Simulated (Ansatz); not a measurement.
# CH9NO2Si2: up Jacob's ladder to CCSD(T)

The task here is to estimate one member of a computed series from the others.

The runs use Ansatz 0.2.0, Gaussian basis; functionals in def2-TZVPP, the program's frozen cores in correlated methods.

Levels to be run: PBE-D4, r2SCAN-D4, PBE0-D4, B3LYP-D4, ωB97X-V, ωB97M-V, B2PLYP; CCSD(T)/def2-TZVPP; MP2/def2-QZVPP; extrapolation to the limit.

## The relaxed structure

An earlier PBE0-D4 in a triple-zeta def2 set relaxation fixed the geometry.

SMILES `CN([SiH3])[SiH](O)O`, 15 atoms, charge 0, spin multiplicity 1.

Atoms are counted from 1 here; the program's logs count them from 0.

Bond lengths: C1–N2 1.465 Å, C1–H7 1.094 Å, C1–H8 1.094 Å, C1–H9 1.095 Å, N2–Si3 1.725 Å, N2–Si4 1.721 Å, Si3–H10 1.491 Å, Si3–H11 1.488 Å, Si3–H12 1.486 Å, Si4–O5 1.634 Å, Si4–O6 1.638 Å, Si4–H13 1.478 Å, O5–H14 0.959 Å, O6–H15 0.958 Å. Angles: N2–C1–H7 110.9°, N2–C1–H8 110.5°, N2–C1–H9 112.3°, H7–C1–H8 107.2°, H7–C1–H9 108.2°, H8–C1–H9 107.4°, C1–N2–Si3 116.4°, C1–N2–Si4 115.4°, Si3–N2–Si4 127.7°, N2–Si3–H10 113.5°, N2–Si3–H11 108.6°, N2–Si3–H12 109.6°, H10–Si3–H11 107.4°, H10–Si3–H12 108.1°, H11–Si3–H12 109.5°, N2–Si4–O5 114.3°, N2–Si4–O6 109.3°, N2–Si4–H13 108.2° and more.

The first run:

in.yaml reads:

```yaml
crystal:
  periodic: [false, false, false]
  atoms:
    - {symbol: C, position_ang: [-0.842580, -1.370534, -0.682973]}
    - {symbol: N, position_ang: [-0.200187, -0.111832, -0.296050]}
    - {symbol: Si, position_ang: [0.725566, 0.683372, -1.514659]}
    - {symbol: Si, position_ang: [-0.302382, 0.286643, 1.375412]}
    - {symbol: O, position_ang: [0.439333, -0.778592, 2.368175]}
    - {symbol: O, position_ang: [0.390398, 1.749711, 1.625735]}
    - {symbol: H, position_ang: [-1.311320, -1.283275, -1.667871]}
    - {symbol: H, position_ang: [-1.631177, -1.633612, 0.028791]}
    - {symbol: H, position_ang: [-0.135745, -2.206660, -0.713080]}
    - {symbol: H, position_ang: [2.043387, 0.037448, -1.777627]}
    - {symbol: H, position_ang: [-0.045046, 0.659183, -2.787857]}
    - {symbol: H, position_ang: [0.973678, 2.092464, -1.111546]}
    - {symbol: H, position_ang: [-1.721778, 0.211348, 1.781446]}
    - {symbol: H, position_ang: [1.397999, -0.785860, 2.377165]}
    - {symbol: H, position_ang: [0.219855, 2.450187, 0.994929]}
basis:
  gaussian: {orbitals: def2-TZVPP}
hamiltonian: {xc: pbe, dispersion: d4}
output: {forces: true, orbitals: {seedname: orbitals}}
```

Command:

```
$ ansatz run in.yaml --threads 2 --pin off --events-out ev --progress --plain --max-ram 22528MiB --backend cuda --devices 0, --max-vram 18GiB
```

Among the steps run: PBE-D4 (GGA); r2SCAN-D4 (meta-GGA); PBE0-D4 (hybrid); B3LYP-D4 (hybrid); ωB97X-V (range-separated); ωB97M-V (range-separated); B2PLYP (double hybrid); CCSD(T) in def2-TZVPP; MP2 in def2-QZVPP.

One table of the session follows, with a row left open; its other results are not shown here.

It belongs to the step «Atomisation energies». 

| method | atomisation energy (kJ/mol) |
| --- | --- |
| PBE-D4 | 5530.0 |
| r2SCAN-D4 | 5486.0 |
| PBE0-D4 | 5445.5 |
| B3LYP-D4 | 5492.7 |
| ωB97X-V | 5522.2 |
| ωB97M-V | 5518.3 |
| B2PLYP | 5433.1 |
| HF/def2-TZVPP | 3967.9 |
| MP2/def2-TZVPP | 5434.8 |
| CCSD/def2-TZVPP | 5285.2 |
| CCSD(T)/def2-TZVPP | 5357.5 |
| MP2/CBS | 5596.6 |
| CCSD(T)/CBS | ? |

**Question.** Estimate the row for CCSD(T)/CBS.

**Answer.** atomisation energy (kJ/mol): 5519.3. In the column «atomisation energy (kJ/mol)» it lies between ωB97M-V (5518.3) and ωB97X-V (5522.2).
